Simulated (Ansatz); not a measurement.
# Nb2SiO3: the cost of one run

Method: DFT PBE, scalar-relativistic, plane waves, PAW, unless a step names another level, in Ansatz 0.2.0.

1 further run of the same task is left out (it didn't finish).

### Step 1. The structure to begin with

The structure is monoclinic, space group Pc (No. 7). Conventional cell: a = 5.358 Å, b = 5.335 Å, c = 5.314 Å, α = 90.00°, β = 97.12°, γ = 90.00°. Nb (site symmetry 1) has 4 O at 2.01 to 2.22 Å and 2 Si at 2.65 to 2.71 Å as nearest neighbours. Around Nb (site symmetry 1) lie 5 O at 2.02 to 2.14 Å. Around Si (site symmetry 1) lie 1 O at 1.82 Å. Around O (site symmetry 1) lie 3 Nb at 2.01 to 2.17 Å. Around O (site symmetry 1) lie 1 Si at 1.82 Å and 2 Nb at 2.03 to 2.11 Å. O (site symmetry 1) is surrounded by 4 Nb at 2.07 to 2.22 Å.

As a file:

```cif
data_structure
_symmetry_space_group_name_H-M 'Pc'
_symmetry_Int_Tables_number 7
_cell_length_a 5.3583
_cell_length_b 5.3346
_cell_length_c 5.3137
_cell_angle_alpha 90.000
_cell_angle_beta 97.117
_cell_angle_gamma 90.000
_cell_volume 150.72
loop_
_atom_site_label
_atom_site_type_symbol
_atom_site_symmetry_multiplicity
_atom_site_Wyckoff_symbol
_atom_site_fract_x
_atom_site_fract_y
_atom_site_fract_z
_atom_site_occupancy
Nb1 Nb 2 a 0.33493 0.08011 0.71157 1
Nb2 Nb 2 a 0.73815 0.71014 0.80656 1
Si1 Si 2 a 0.28141 0.54865 0.54836 1
O1 O 2 a 0.06404 0.90299 0.87324 1
O2 O 2 a 0.94053 0.54204 0.53566 1
O3 O 2 a 0.64094 0.99252 0.52461 1
```

It came out lowest among 29 distinct ends of the trial cells. At a tolerance of 0.05 Å it has space group Pc (No. 7).

### Step 2. Tight relaxation for the response runs, on the response runs' mesh and smearing

File input.yaml:

```yaml
crystal:
  lattice:
    - [5.358277765, 0.0, 0.0026038483]
    - [0.0, 5.3345928229, 0.0]
    - [-0.6608701019, 0.0, 5.2724606431]
  atoms:
    - { symbol: Nb, position: [0.3349317925, 0.0801121612, 0.711571305] }
    - { symbol: Nb, position: [0.7381508746, 0.7101419144, 0.8065605973] }
    - { symbol: Nb, position: [0.3349317925, 0.9198878388, 0.211571305] }
    - { symbol: Nb, position: [0.7381508746, 0.2898580856, 0.3065605973] }
    - { symbol: Si, position: [0.2814051058, 0.5486523341, 0.5483604897] }
    - { symbol: Si, position: [0.2814051058, 0.4513476659, 0.0483604897] }
    - { symbol: O, position: [0.0640427831, 0.9029934448, 0.873242362] }
    - { symbol: O, position: [0.9405269097, 0.5420392626, 0.5356583499] }
    - { symbol: O, position: [0.0640427831, 0.0970065552, 0.373242362] }
    - { symbol: O, position: [0.9405269097, 0.4579607374, 0.0356583499] }
    - { symbol: O, position: [0.6409425343, 0.9925239845, 0.5246068962] }
    - { symbol: O, position: [0.6409425343, 0.0074760155, 0.0246068962] }
basis:
  ecutwfc: 420
kpoints:
  mp_grid: { grid: [6, 6, 6] }
hamiltonian:
  xc: pbe
scf:
  occupations: { method: gaussian, width: 0.1 }
output:
  forces: true
  stress: true
  eigenvalues: true
relax:
  adjacent_minimum: "off"
  f_tol: 0.001
  max_steps: 60
  cell: { stress_tol: 0.01 }
```

On the command line:

```bash
$ ansatz run input.yaml --threads 3 --pin off --max-ram 7680MiB --backend cpu --events-out ev --progress --plain --runs-dir out
```

Q: Estimate wall time and peak memory on 3 threads of AMD EPYC 9R45 (Zen 5), shared host.

About 1.7 min, with a peak of 0.86 GiB.
